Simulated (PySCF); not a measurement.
# CH7B2OP: the cost of one run

Programs: PySCF 2.14.0, with density-fitted response routines of our own. Each step states its level of theory. These are calculated values for one molecule, in the gas phase or a continuum, unless marked as measured. Atoms count from 0, in the outputs and in this text.

## (1) The molecule as given

12 atoms, charge 0, multiplicity 1; geometry from: GFN2-xTB. The atoms were then displaced at random by about 0.01 Å, so the start is not that level's minimum.

Bonds of the start (Å): B0–P1 1.84, P1–B2 1.88, B2–O3 1.29, O3–C4 1.44, B0–H5 1.13, B0–H6 1.18, P1–H7 1.37, B2–H8 1.20, C4–H9 1.11, C4–H10 1.09, C4–H11 1.08.

## (2) Geometry optimisation at PBE0-D3(BJ)/def2-SVP

What the job is given:

```
{"job": {"xc": "PBE0", "basis": "def2-SVP", "d3": "d3bj", "grid": 1, "shake": 0.01, "kind": "geom"}, "charge": 0, "multiplicity": 1}
B      2.831830     0.228820     0.638800
P      1.484970     0.548360    -0.575360
B     -0.194950     0.495560     0.256980
O     -1.036740    -0.312280    -0.292910
C     -2.398680    -0.488040     0.137990
H      3.716240    -0.424090     0.361730
H      2.801550     0.847860     1.642770
H      1.479520    -0.491700    -1.467210
H     -0.407410     1.174310     1.227860
H     -2.607600     0.117630     1.046970
H     -2.564890    -1.540360     0.385690
H     -3.064150    -0.184340    -0.651690
```

Launch:

```console
> OMP_NUM_THREADS=1 python probes_run.py task.json out
```

The driver reads the jobs from task.json and runs them one after another.

**Question.** How long does this first job take on 1 thread of Intel Xeon Platinum 8259CL at 2.50GHz, shared host, and how much memory does it need?

About 50 s, with a peak of 0.45 GiB.
